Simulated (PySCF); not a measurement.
**A gas-phase reaction: CH4MgO2 + CH4 → CH4MgO + CH4O**

What reaction energy should one expect for `C[O][Mg][OH]` + `C` → `[CH3][Mg][OH]` + `CO`?

Computed with PySCF 2.14.0; each step states its level. No surroundings beyond the atoms listed, unless a continuum is named. Atoms count from 0, parts from 1.

### Step 1. Starting point

Each species was relaxed by itself at PBE0-D3(BJ)/def2-SVPD.

### Step 2. Energies of the species: wB97M-D3(BJ)/def2-TZVPD

What the job is given:

```
{"job": {"kind": "react", "xc": "wB97M-D3(BJ)", "basis": "def2-TZVPD"}, "charge": 0, "multiplicity": 1}
-1 CH4MgO2 charge 0 multiplicity 1
C      0.793050     1.233960    -0.949330
O      0.190040     0.272610    -0.177180
Mg    -0.640530    -0.998420     0.732060
O     -1.508270    -2.320520     1.567900
H      1.879050     1.305100    -0.746260
H      0.365970     2.239080    -0.767430
H      0.681290     1.028270    -2.031580
H     -1.760600    -2.760080     2.371820

-1 CH4 charge 0 multiplicity 1
C     -0.002180     0.000190    -0.000060
H     -0.733360     0.817850    -0.014160
H     -0.344410    -0.807780    -0.658430
H      0.100520    -0.380870     1.023470
H      0.968490     0.371580    -0.351110

+1 CH4MgO charge 0 multiplicity 1
C      0.428470     1.255370    -0.298760
Mg    -0.216220    -0.669340     0.162110
O     -0.744830    -2.324140     0.567720
H      0.320120     1.942060     0.556800
H     -0.143190     1.692020    -1.134070
H      1.490710     1.275380    -0.592650
H     -1.135080    -3.171350     0.738860

+1 CH4O charge 0 multiplicity 1
C     -0.346490    -0.004880    -0.081080
O      0.968870    -0.491500     0.012800
H     -0.416820     0.896760    -0.714410
H     -0.783710     0.221400     0.907260
H     -0.949940    -0.794700    -0.546470
H      1.527950     0.172450     0.421660
```

Method: wB97M-D3(BJ)/def2-TZVPD reaction energy of separated species, gas phase.

Started as:

```bash
$ OMP_NUM_THREADS=1 python cluster_run.py task.json out
```

The driver reads the jobs from task.json and runs them one after another.

The log of the run:

```text
species 1 (CH4MgO2)
coarse grid: 31664 points
cycle   1  E = -391.0411719215  dE =  2.603e-01  |g| = 1.094e+00  |ddm| = 2.198e+00
cycle   2  E = -390.9024401607  dE =  1.387e-01  |g| = 1.457e+00  |ddm| = 1.409e+00
cycle   3  E = -391.2689659306  dE = -3.665e-01  |g| = 4.320e-02  |ddm| = 7.134e-01
cycle   4  E = -391.2697932019  dE = -8.273e-04  |g| = 1.973e-02  |ddm| = 7.618e-02
cycle   5  E = -391.2699024929  dE = -1.093e-04  |g| = 8.590e-03  |ddm| = 2.272e-02
cycle   6  E = -391.2699223770  dE = -1.988e-05  |g| = 3.120e-03  |ddm| = 8.630e-03
cycle   7  E = -391.2699249737  dE = -2.597e-06  |g| = 1.247e-03  |ddm| = 3.615e-03
final grid: 66648 points
cycle   8  E = -391.2698903793  dE = -2.434e-07  |g| = 1.367e-03  |ddm| = 4.018e-03
cycle   9  E = -391.2698902856  dE =  9.376e-08  |g| = 1.662e-03  |ddm| = 1.544e-03
cycle  10  E = -391.2698907420  dE = -4.565e-07  |g| = 1.024e-04  |ddm| = 7.953e-04
cycle  11  E = -391.2698907470  dE = -5.041e-09  |g| = 4.564e-05  |ddm| = 1.591e-04
cycle  12  E = -391.2698907492  dE = -2.188e-09  |g| = 5.977e-06  |ddm| = 1.887e-04
cycle  13  E = -391.2698907493  dE = -4.422e-11  |g| = 3.797e-06  |ddm| = 2.215e-05
converged SCF energy = -391.2698907493

species 2 (CH4)
coarse grid: 15072 points
cycle   1  E = -40.5278861113  dE = -1.934e-01  |g| = 1.334e-01  |ddm| = 1.251e+00
cycle   2  E = -40.5302988597  dE = -2.413e-03  |g| = 8.952e-02  |ddm| = 1.943e-01
cycle   3  E = -40.5321640239  dE = -1.865e-03  |g| = 5.682e-03  |ddm| = 4.933e-02
cycle   4  E = -40.5321737458  dE = -9.722e-06  |g| = 3.951e-04  |ddm| = 1.282e-02
final grid: 32696 points
cycle   5  E = -40.5321636704  dE = -1.028e-07  |g| = 9.953e-05  |ddm| = 3.234e-03
cycle   6  E = -40.5321636772  dE = -6.856e-09  |g| = 3.329e-05  |ddm| = 7.958e-04
cycle   7  E = -40.5321636778  dE = -5.902e-10  |g| = 1.757e-05  |ddm| = 2.261e-04
converged SCF energy = -40.5321636778

species 3 (CH4MgO)
coarse grid: 26480 points
cycle   1  E = -315.8150911440  dE =  1.321e-02  |g| = 8.456e-01  |ddm| = 2.108e+00
cycle   2  E = -315.7220319200  dE =  9.306e-02  |g| = 1.160e+00  |ddm| = 1.024e+00
cycle   3  E = -315.9620121974  dE = -2.400e-01  |g| = 4.852e-02  |ddm| = 4.897e-01
cycle   4  E = -315.9631310946  dE = -1.119e-03  |g| = 2.665e-02  |ddm| = 1.224e-01
cycle   5  E = -315.9633669130  dE = -2.358e-04  |g| = 7.474e-03  |ddm| = 5.888e-02
cycle   6  E = -315.9634042363  dE = -3.732e-05  |g| = 2.207e-03  |ddm| = 2.709e-02
cycle   7  E = -315.9634077625  dE = -3.526e-06  |g| = 5.716e-04  |ddm| = 1.076e-02
final grid: 55440 points
cycle   8  E = -315.9633444719  dE = -2.569e-07  |g| = 4.399e-04  |ddm| = 4.481e-03
cycle   9  E = -315.9633444989  dE = -2.693e-08  |g| = 5.104e-04  |ddm| = 1.009e-03
cycle  10  E = -315.9633445432  dE = -4.429e-08  |g| = 5.901e-05  |ddm| = 2.557e-04
cycle  11  E = -315.9633445483  dE = -5.112e-09  |g| = 1.537e-05  |ddm| = 3.846e-04
cycle  12  E = -315.9633445484  dE = -1.245e-10  |g| = 2.309e-06  |ddm| = 6.488e-05
converged SCF energy = -315.9633445484

species 4 (CH4O)
coarse grid: 20248 points
cycle   1  E = -115.7313447828  dE =  7.078e-02  |g| = 5.638e-01  |ddm| = 1.531e+00
cycle   2  E = -115.7260844610  dE =  5.260e-03  |g| = 6.296e-01  |ddm| = 6.638e-01
cycle   3  E = -115.7900804891  dE = -6.400e-02  |g| = 2.853e-02  |ddm| = 2.813e-01
cycle   4  E = -115.7902387181  dE = -1.582e-04  |g| = 6.696e-03  |ddm| = 3.244e-02
cycle   5  E = -115.7902513362  dE = -1.262e-05  |g| = 1.484e-03  |ddm| = 1.016e-02
cycle   6  E = -115.7902519383  dE = -6.021e-07  |g| = 5.689e-04  |ddm| = 2.214e-03
final grid: 43904 points
cycle   7  E = -115.7902373840  dE = -7.350e-08  |g| = 4.617e-04  |ddm| = 2.264e-03
cycle   8  E = -115.7902374067  dE = -2.274e-08  |g| = 3.446e-04  |ddm| = 6.071e-04
cycle   9  E = -115.7902374324  dE = -2.572e-08  |g| = 1.654e-05  |ddm| = 1.998e-04
cycle  10  E = -115.7902374325  dE = -9.206e-11  |g| = 1.380e-05  |ddm| = 4.557e-05
converged SCF energy = -115.7902374325

Reaction energy = 30.256 kcal/mol
```

Run time: 16 s. Hardware: 1 thread of Arm Neoverse V2, shared host; peak memory 0.66 GiB.

Species by species (with the dispersion term, which the log's SCF energies lack):

```
 ν        species  energy (Eh)  HOMO (eV)
-1   C[O][Mg][OH]   -391.27516      -9.64
-1              C    -40.53455     -13.46
+1  [CH3][Mg][OH]   -315.96768      -9.65
+1             CO   -115.79381     -10.52
```

### Step 3. Energies of the species: PBE0-D3(BJ)/def2-TZVPD

The job, as its differences from that of step 2:

```diff
@@ -1,2 +1,2 @@
-{"job": {"kind": "react", "xc": "wB97M-D3(BJ)", "basis": "def2-TZVPD"}, "charge": 0, "multiplicity": 1}
+{"job": {"kind": "react", "xc": "PBE0", "basis": "def2-TZVPD", "disp": "d3bj"}, "charge": 0, "multiplicity": 1}
 -1 CH4MgO2 charge 0 multiplicity 1
```

Method: PBE0-D3(BJ)/def2-TZVPD reaction energy of separated species, gas phase.

The log of the run:

```text
species 1 (CH4MgO2)
coarse grid: 7368 points
cycle   1  E = -390.6041853700  dE =  3.084e-01  |g| = 1.203e+00  |ddm| = 2.316e+00
cycle   2  E = -389.6466579646  dE =  9.575e-01  |g| = 2.443e+00  |ddm| = 2.112e+00
cycle   3  E = -390.8725917755  dE = -1.226e+00  |g| = 1.147e-01  |ddm| = 1.573e+00
cycle   4  E = -390.8752737078  dE = -2.682e-03  |g| = 4.572e-02  |ddm| = 1.122e-01
cycle   5  E = -390.8755293190  dE = -2.556e-04  |g| = 2.475e-02  |ddm| = 3.813e-02
cycle   6  E = -390.8756350488  dE = -1.057e-04  |g| = 3.278e-03  |ddm| = 1.411e-02
cycle   7  E = -390.8756370021  dE = -1.953e-06  |g| = 3.159e-04  |ddm| = 2.420e-03
final grid: 66648 points
cycle   8  E = -390.8732050038  dE = -3.763e-05  |g| = 7.706e-03  |ddm| = 8.067e-02
cycle   9  E = -390.8731932710  dE =  1.173e-05  |g| = 1.123e-02  |ddm| = 9.199e-03
cycle  10  E = -390.8732149009  dE = -2.163e-05  |g| = 1.348e-03  |ddm| = 5.435e-03
cycle  11  E = -390.8732152491  dE = -3.481e-07  |g| = 2.265e-04  |ddm| = 9.136e-04
cycle  12  E = -390.8732152607  dE = -1.163e-08  |g| = 4.177e-05  |ddm| = 1.819e-04
cycle  13  E = -390.8732152609  dE = -2.590e-10  |g| = 1.647e-05  |ddm| = 3.577e-05
converged SCF energy = -390.8732152609

species 2 (CH4)
coarse grid: 3568 points
cycle   1  E = -40.4581271653  dE = -2.007e-01  |g| = 2.715e-01  |ddm| = 1.402e+00
cycle   2  E = -40.4544804102  dE =  3.647e-03  |g| = 2.993e-01  |ddm| = 3.088e-01
cycle   3  E = -40.4772936691  dE = -2.281e-02  |g| = 2.108e-03  |ddm| = 1.505e-01
cycle   4  E = -40.4772944916  dE = -8.226e-07  |g| = 2.134e-04  |ddm| = 2.643e-03
final grid: 32696 points
cycle   5  E = -40.4741150187  dE = -1.402e-05  |g| = 4.482e-03  |ddm| = 5.543e-02
cycle   6  E = -40.4741139921  dE =  1.027e-06  |g| = 4.902e-03  |ddm| = 5.910e-03
cycle   7  E = -40.4741198287  dE = -5.837e-06  |g| = 3.262e-05  |ddm| = 2.483e-03
cycle   8  E = -40.4741198290  dE = -3.407e-10  |g| = 6.984e-06  |ddm| = 9.224e-05
converged SCF energy = -40.4741198290

species 3 (CH4MgO)
coarse grid: 6280 points
cycle   1  E = -315.4733567856  dE =  4.385e-02  |g| = 9.719e-01  |ddm| = 2.371e+00
cycle   2  E = -314.8174206723  dE =  6.559e-01  |g| = 1.972e+00  |ddm| = 1.662e+00
cycle   3  E = -315.6509323881  dE = -8.335e-01  |g| = 2.112e-01  |ddm| = 1.085e+00
cycle   4  E = -315.6584896585  dE = -7.557e-03  |g| = 1.211e-01  |ddm| = 2.528e-01
cycle   5  E = -315.6621843169  dE = -3.695e-03  |g| = 9.771e-03  |ddm| = 1.102e-01
cycle   6  E = -315.6622021334  dE = -1.782e-05  |g| = 2.595e-03  |ddm| = 1.609e-02
cycle   7  E = -315.6622035574  dE = -1.424e-06  |g| = 1.736e-04  |ddm| = 4.583e-03
final grid: 55440 points
cycle   8  E = -315.6603008830  dE = -2.917e-05  |g| = 5.438e-03  |ddm| = 7.415e-02
cycle   9  E = -315.6602933364  dE =  7.547e-06  |g| = 7.882e-03  |ddm| = 9.654e-03
cycle  10  E = -315.6603073006  dE = -1.396e-05  |g| = 8.330e-04  |ddm| = 5.740e-03
cycle  11  E = -315.6603073993  dE = -9.868e-08  |g| = 2.840e-04  |ddm| = 5.710e-04
cycle  12  E = -315.6603074177  dE = -1.844e-08  |g| = 5.211e-05  |ddm| = 2.602e-04
cycle  13  E = -315.6603074183  dE = -5.172e-10  |g| = 4.354e-06  |ddm| = 4.630e-05
converged SCF energy = -315.6603074183

species 4 (CH4O)
coarse grid: 4656 points
cycle   1  E = -115.5796301561  dE =  6.173e-02  |g| = 5.867e-01  |ddm| = 1.555e+00
cycle   2  E = -115.4915661636  dE =  8.806e-02  |g| = 9.150e-01  |ddm| = 8.395e-01
cycle   3  E = -115.6422492585  dE = -1.507e-01  |g| = 4.546e-02  |ddm| = 4.743e-01
cycle   4  E = -115.6425777774  dE = -3.285e-04  |g| = 1.805e-02  |ddm| = 3.335e-02
cycle   5  E = -115.6426474761  dE = -6.970e-05  |g| = 4.968e-03  |ddm| = 1.214e-02
cycle   6  E = -115.6426527591  dE = -5.283e-06  |g| = 3.242e-04  |ddm| = 3.585e-03
final grid: 43904 points
cycle   7  E = -115.6393426010  dE = -2.449e-05  |g| = 6.779e-03  |ddm| = 6.275e-02
cycle   8  E = -115.6393361027  dE =  6.498e-06  |g| = 9.061e-03  |ddm| = 7.404e-03
cycle   9  E = -115.6393510854  dE = -1.498e-05  |g| = 8.437e-04  |ddm| = 4.200e-03
cycle  10  E = -115.6393512185  dE = -1.331e-07  |g| = 1.493e-04  |ddm| = 5.482e-04
cycle  11  E = -115.6393512233  dE = -4.767e-09  |g| = 1.559e-05  |ddm| = 9.105e-05
cycle  12  E = -115.6393512233  dE = -4.272e-11  |g| = 2.266e-06  |ddm| = 1.476e-05
converged SCF energy = -115.6393512233

Reaction energy = 29.882 kcal/mol
```

Run time: 6.8 s. Hardware: 1 thread of Arm Neoverse V2, shared host; peak memory 0.63 GiB.

Reaction energy at this level: 29.88 kcal/mol.

### Step 4. Energies of the species: MP2/def2-TZVPD

The job, as its differences from that of step 3:

```diff
@@ -1,2 +1,2 @@
-{"job": {"kind": "react", "xc": "PBE0", "basis": "def2-TZVPD", "disp": "d3bj"}, "charge": 0, "multiplicity": 1}
+{"job": {"kind": "react", "xc": "MP2", "basis": "def2-TZVPD"}, "charge": 0, "multiplicity": 1}
 -1 CH4MgO2 charge 0 multiplicity 1
```

With the program's defaults for keys left out, this is: MP2/def2-TZVPD reaction energy of separated species, gas phase.

The log of the run:

```text
species 1 (CH4MgO2)
final grid: 66648 points
cycle   1  E = -389.5392689384  dE =  1.277e-01  |g| = 8.518e-01  |ddm| = 2.180e+00
cycle   2  E = -389.6169427485  dE = -7.767e-02  |g| = 6.307e-01  |ddm| = 8.986e-01
cycle   3  E = -389.6830416908  dE = -6.610e-02  |g| = 4.395e-02  |ddm| = 3.076e-01
cycle   4  E = -389.6839173082  dE = -8.756e-04  |g| = 1.218e-02  |ddm| = 7.019e-02
cycle   5  E = -389.6839783748  dE = -6.107e-05  |g| = 3.682e-03  |ddm| = 1.708e-02
cycle   6  E = -389.6839863436  dE = -7.969e-06  |g| = 9.889e-04  |ddm| = 8.518e-03
cycle   7  E = -389.6839869872  dE = -6.436e-07  |g| = 2.687e-04  |ddm| = 2.817e-03
cycle   8  E = -389.6839870355  dE = -4.823e-08  |g| = 9.836e-05  |ddm| = 8.252e-04
cycle   9  E = -389.6839870393  dE = -3.868e-09  |g| = 4.174e-05  |ddm| = 1.435e-04
cycle  10  E = -389.6839870403  dE = -9.462e-10  |g| = 1.015e-05  |ddm| = 8.829e-05
converged SCF energy = -389.6839870403

species 2 (CH4)
final grid: 32696 points
cycle   1  E = -40.2047133471  dE = -1.974e-01  |g| = 1.529e-01  |ddm| = 1.221e+00
cycle   2  E = -40.2121419623  dE = -7.429e-03  |g| = 3.682e-02  |ddm| = 2.041e-01
cycle   3  E = -40.2127049208  dE = -5.630e-04  |g| = 6.405e-03  |ddm| = 3.827e-02
cycle   4  E = -40.2127180212  dE = -1.310e-05  |g| = 1.642e-03  |ddm| = 1.100e-02
cycle   5  E = -40.2127195471  dE = -1.526e-06  |g| = 2.165e-04  |ddm| = 6.917e-03
cycle   6  E = -40.2127195803  dE = -3.320e-08  |g| = 2.839e-05  |ddm| = 1.798e-03
cycle   7  E = -40.2127195807  dE = -4.273e-10  |g| = 1.324e-06  |ddm| = 7.250e-05
converged SCF energy = -40.2127195807

species 3 (CH4MgO)
final grid: 55440 points
cycle   1  E = -314.6442672226  dE = -7.607e-02  |g| = 6.584e-01  |ddm| = 1.985e+00
cycle   2  E = -314.7025086891  dE = -5.824e-02  |g| = 5.084e-01  |ddm| = 6.660e-01
cycle   3  E = -314.7469496887  dE = -4.444e-02  |g| = 4.315e-02  |ddm| = 2.383e-01
cycle   4  E = -314.7483349625  dE = -1.385e-03  |g| = 1.065e-02  |ddm| = 1.103e-01
cycle   5  E = -314.7484528644  dE = -1.179e-04  |g| = 4.834e-03  |ddm| = 3.091e-02
cycle   6  E = -314.7484724604  dE = -1.960e-05  |g| = 1.536e-03  |ddm| = 1.086e-02
cycle   7  E = -314.7484748516  dE = -2.391e-06  |g| = 4.490e-04  |ddm| = 4.700e-03
cycle   8  E = -314.7484749914  dE = -1.398e-07  |g| = 5.769e-05  |ddm| = 1.760e-03
cycle   9  E = -314.7484749930  dE = -1.557e-09  |g| = 1.278e-05  |ddm| = 2.889e-04
cycle  10  E = -314.7484749931  dE = -7.896e-11  |g| = 2.547e-06  |ddm| = 2.519e-05
converged SCF energy = -314.7484749931

species 4 (CH4O)
final grid: 43904 points
cycle   1  E = -115.0461144158  dE =  5.845e-02  |g| = 4.731e-01  |ddm| = 1.453e+00
cycle   2  E = -115.0808178267  dE = -3.470e-02  |g| = 2.729e-01  |ddm| = 4.371e-01
cycle   3  E = -115.0930362466  dE = -1.222e-02  |g| = 3.975e-02  |ddm| = 1.289e-01
cycle   4  E = -115.0934367189  dE = -4.005e-04  |g| = 8.737e-03  |ddm| = 3.512e-02
cycle   5  E = -115.0934615102  dE = -2.479e-05  |g| = 2.141e-03  |ddm| = 8.125e-03
cycle   6  E = -115.0934633075  dE = -1.797e-06  |g| = 6.173e-04  |ddm| = 3.400e-03
cycle   7  E = -115.0934635051  dE = -1.976e-07  |g| = 1.506e-04  |ddm| = 1.292e-03
cycle   8  E = -115.0934635202  dE = -1.507e-08  |g| = 2.634e-05  |ddm| = 2.700e-04
cycle   9  E = -115.0934635206  dE = -4.530e-10  |g| = 5.171e-06  |ddm| = 8.323e-05
converged SCF energy = -115.0934635206

Reaction energy = 33.644 kcal/mol
```

Wall time 3.1 s (1 thread of Arm Neoverse V2, shared host); peak memory 0.52 GiB.

Reaction energy at this level: 33.64 kcal/mol.

### Step 5. Comparing the runs

Energies in kcal/mol, with wall time:

```
                    run  reaction   time
wB97M-D3(BJ)/def2-TZVPD     30.26   16 s
 PBE0-D3(BJ)/def2-TZVPD     29.88  6.8 s
         MP2/def2-TZVPD     33.64  3.1 s
```

### Step 6. Summary of results

| quantity | value |
| --- | --- |
| reaction energy (wB97M-D3(BJ)/def2-TZVPD) | 30.26 kcal/mol |
| ΔH, ΔG at 298 K (xTB thermal terms) | +28.5, +28.4 kcal/mol |
| range of the reaction energy over the runs of this table | 29.88 to 33.64 kcal/mol |

What this shows: The reaction is endothermic by 28.5 kcal/mol in the gas phase; dispersion gives -0.16, and xTB itself gave 28.09 for the electronic energy (xTB energies and thermal terms come from the earlier relaxation of each species, not shown). No barrier was sought. The reaction energy runs from 29.88 (PBE0-D3(BJ)/def2-TZVPD) to 33.64 kcal/mol (MP2/def2-TZVPD).
